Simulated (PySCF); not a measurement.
# [Ta(SH)4]+: other functionals and bases at one geometry

The task here is to estimate one member of a computed series from the others.

The runs use PySCF 2.14.0; several levels, as the steps say, no spin–orbit coupling.

3 further runs of the same task are left out: 1 for a known fault of the program, 2 that didn't finish.

**The starting structure**

9 atoms, charge 1, spin multiplicity 1.

Bond lengths: Ta1–S2 2.371 Å, Ta1–S4 2.371 Å, Ta1–S6 2.371 Å, Ta1–S8 2.371 Å, S2–H3 1.354 Å, S4–H5 1.354 Å, S6–H7 1.354 Å, S8–H9 1.354 Å. Angles: S2–Ta1–S4 85.6°, S2–Ta1–S6 147.7°, S2–Ta1–S8 85.6°, S4–Ta1–S6 85.6°, S4–Ta1–S8 147.7°, S6–Ta1–S8 85.6°, Ta1–S2–H3 105.2°, Ta1–S4–H5 105.2°, Ta1–S6–H7 105.2°, Ta1–S8–H9 105.2°.

Geometry (Å):

| atom | x (Å) | y (Å) | z (Å) |
| --- | --- | --- | --- |
| Ta1 | 0.0000 | 0.0000 | 0.0018 |
| S2 | 2.2375 | 0.4235 | 0.6607 |
| H3 | 2.6262 | -0.6866 | 1.3315 |
| S4 | -0.4235 | 2.2375 | 0.6607 |
| H5 | 0.6866 | 2.6262 | 1.3315 |
| S6 | -2.2375 | -0.4235 | 0.6607 |
| H7 | -2.6262 | 0.6866 | 1.3315 |
| S8 | 0.4235 | -2.2375 | 0.6607 |
| H9 | -0.6866 | -2.6262 | 1.3315 |

Formal oxidation states: Ta +5. An earlier session relaxed this geometry at PBE0, Ta def2-SVP with ECP60, S def2-SVP, H def2-SVP (singlet, point group C4).

At PBE0 on the finer grid: E = -1650.918008 Eh, HOMO -12.32 eV, LUMO -9.10 eV, Mulliken charge on Ta1 +0.84 e, largest force component 0.008 eV/Å. 

Levels to run: B3LYP; PBE; wB97X; M06-L; PBE0, TZVP; PBE0, x2c-SVP. Hardware: 2 threads of Arm Neoverse V2, shared host.

Set-up of the first run:

run.py (the lines that set the calculation)

```python
mol = gto.M(atom='''
Ta     0.00000     0.00000     0.00182
S      2.23754     0.42352     0.66075
H      2.62622    -0.68665     1.33147
S     -0.42352     2.23754     0.66075
H      0.68665     2.62622     1.33147
S     -2.23754    -0.42352     0.66075
H     -2.62622     0.68665     1.33147
S      0.42352    -2.23754     0.66075
H     -0.68665    -2.62622     1.33147''',
    basis={'Ta': 'def2-SVP', 'S': 'def2-SVP', 'H': 'def2-SVP'},
    ecp={'Ta': 'def2-SVP'},
    charge=1, spin=0)
mf = dft.RKS(mol, xc='B3LYP')
mf.grids.atom_grid = (75, 302)
mf = mf.density_fit()  # fitting sets: Ta def2-universal-JKFIT, S def2-universal-JKFIT, H def2-universal-JKFIT
mf.conv_tol = 1e-08; mf.max_cycle = 55
mf.kernel(dm0)  # dm0: the density of the relaxed state
```

Command:

```
$ OMP_NUM_THREADS=2 python run.py
```

Among the steps run: B3LYP; PBE; wB97X; M06-L; PBE0, TZVP; PBE0, x2c-SVP.

One of the session's tables, all rows but one given; the rest of the session is left out.

```
              level  HOMO (eV)  gap (eV)  charge on Ta1 (e)  dipole (D)  largest force component (eV/Å)
PBE0 (relaxed here)     -12.32      3.23               0.84        0.08                            0.01
              B3LYP     -12.03      2.74               0.77        0.06                            0.36
                PBE     -11.28      1.55               0.69        0.26                            0.46
              wB97X          ?         ?                  ?           ?                               ?
              M06-L     -11.58      2.08               1.10        0.08                            0.31
         PBE0, TZVP     -12.20      3.21               1.08        0.18                            0.52
      PBE0, x2c-SVP     -12.36      3.17               0.32        0.26                            0.99
```

Q: Estimate the row for wB97X from the others.

As computed: HOMO (eV): -14.40; gap (eV): 7.17; charge on Ta1 (e): 0.90; dipole (D): 0.13; largest force component (eV/Å): 0.33. In the column «HOMO (eV)» it is the lowest.

The dipole of a charged species depends on the origin, so these sizes hold for this origin alone.

In one basis the HOMO–LUMO gap runs from 1.55 eV (PBE) to 7.17 eV (wB97X). The largest leftover force, 0.99 eV/Å with PBE0, x2c-SVP, stands at a geometry relaxed at another level. Total energies of different levels can't be compared.
